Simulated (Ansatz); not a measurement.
Br2GeH3P, SMILES [PH2][GeH]([Br])[Br], vertical energies of changing the electron count

Run with the Ansatz DFT code, driven from Python.

`ip.py`:
```python
# -*- coding: utf-8 -*-
'''Vertical ionisation energy of Br2GeH3P.'''

from dataclasses import dataclass

import ansatz
from ase import Atoms


@dataclass
class Settings:
    basis_set: str = 'def2-SVPD'
    functional: str = 'r2scan'


cfg = Settings()


def energy_of(molecule, charge=0, unpaired=0):
    calc = molecule.calculation().basis(gaussian=cfg.basis_set).functional(cfg.functional).accuracy('high')
    if charge:
        calc = calc.charge(charge)
    if unpaired:
        calc = calc.spin('collinear', total=unpaired)
    report = calc.run(threads=1, pin='off').report
    if report['published_state_doubts']:
        print('  doubts:', report['published_state_doubts'])
    return report['free_energy_ev']

atoms = Atoms(['P', 'Ge', 'Br', 'Br', 'H', 'H', 'H'], positions=[
    (1.5711, -0.265, 0.2409),
    (-0.6584, 0.2144, 0.3825),
    (-1.7446, -0.5888, -1.5131),
    (-0.9468, 2.5197, 0.5237),
    (1.6856, 0.2246, -1.122),
    (1.3459, -1.6439, -0.1567),
    (-1.2528, -0.4611, 1.6446),
])
mol = ansatz.Crystal.molecule_from_ase(atoms)

# delta-SCF style differences, no relaxation
parent = energy_of(mol, 0, 0)
cation = energy_of(mol, 1, 1)
print(f'E(N)   = {parent:.5f} eV')
print(f'E(N-1) = {cation:.5f} eV  (1 unpaired)')
print(f'vertical ionisation energy {cation - parent:.3f} eV')
```

`python ip.py` gives:
```text
E(N)   = -205923.21928 eV
E(N-1) = -205913.70326 eV  (1 unpaired)
vertical ionisation energy 9.516 eV
```

At this unrelaxed geometry removing an electron costs 9.52 eV.

The settings weren't tested for convergence. The geometry is a force-field or estimated start, not a minimum of this method, and the basis set is short of its limit. All parts are taken at fixed geometry, without zero-point energy. At an unrelaxed start these energies can be a whole eV from those at the minimum, and a small affinity can change sign. Run time: 4.1 min on 1 thread of Arm Neoverse V1, on a shared host, peak memory 1.1 GiB.
